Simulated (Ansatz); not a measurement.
# CH8GeOSn: the cost of one run

Program: Ansatz 0.2.0. Level of theory: RKS B3LYP-D4/def2-SVP. These are calculated values, not measurements.

## Step 1: The starting structure

Bond lengths: C1–Ge2 1.940 Å, Ge2–Sn3 2.572 Å, Sn3–O4 1.916 Å, C1–H5 1.168 Å, C1–H6 1.073 Å, C1–H7 1.106 Å, Ge2–H8 1.517 Å, Ge2–H9 1.510 Å, Sn3–H10 1.745 Å, Sn3–H11 1.792 Å, O4–H12 1.044 Å. Angles (14 of 19 angles, heavy atoms first): C1–Ge2–Sn3 107.6°, Ge2–Sn3–O4 112.4°, C1–Ge2–H8 109.0°, C1–Ge2–H9 110.3°, Sn3–Ge2–H8 109.5°, Sn3–Ge2–H9 110.1°, Ge2–C1–H5 106.6°, Ge2–C1–H6 112.6°, Ge2–C1–H7 111.5°, Ge2–Sn3–H10 110.2°, Ge2–Sn3–H11 108.9°, O4–Sn3–H10 109.1°, O4–Sn3–H11 108.2°, Sn3–O4–H12 103.8°.

Structure file:

```xyz
12

C     0.2606    2.0730    0.1257
Ge   -0.8545    0.5012   -0.0971
Sn    0.6935   -1.5528   -0.1405
O    -0.2775   -3.1934   -0.3309
H    -0.4554    2.9951    0.1102
H     0.7772    2.0812    1.0656
H     0.9496    2.2061   -0.7296
H    -1.8029    0.3965    1.0825
H    -1.6342    0.5904   -1.3872
H     1.8425   -1.4132   -1.4463
H     1.6118   -1.6201    1.3971
H    -1.0336   -3.1190    0.3845
```

## Step 2: Relaxing end A

Contents of input.yaml:

```yaml
crystal:
  periodic: [false, false, false]
  atoms:
    - { symbol: C, position_ang: [0.2606, 2.073, 0.1257] }
    - { symbol: Ge, position_ang: [-0.8545, 0.5012, -0.0971] }
    - { symbol: Sn, position_ang: [0.6935, -1.5528, -0.1405] }
    - { symbol: O, position_ang: [-0.2775, -3.1934, -0.3309] }
    - { symbol: H, position_ang: [-0.4554, 2.9951, 0.1102] }
    - { symbol: H, position_ang: [0.7772, 2.0812, 1.0656] }
    - { symbol: H, position_ang: [0.9496, 2.2061, -0.7296] }
    - { symbol: H, position_ang: [-1.8029, 0.3965, 1.0825] }
    - { symbol: H, position_ang: [-1.6342, 0.5904, -1.3872] }
    - { symbol: H, position_ang: [1.8425, -1.4132, -1.4463] }
    - { symbol: H, position_ang: [1.6118, -1.6201, 1.3971] }
    - { symbol: H, position_ang: [-1.0336, -3.119, 0.3845] }
basis:
  gaussian: { orbitals: def2-SVP }
hamiltonian:
  xc: b3lyp
  dispersion: d4
relax:
  f_tol: 0.015
  max_steps: 40
output:
  orbitals: {}
```

Launch:

```console
$ ansatz run input.yaml --threads 2 --pin off --max-ram 3072MiB --backend cpu --events-out ev --progress --plain --runs-dir out
```

Q: Estimate wall time and peak memory on 2 threads of Intel Xeon Platinum 8488C (Sapphire Rapids), shared host.

About 23 s, with a peak of 0.37 GiB.
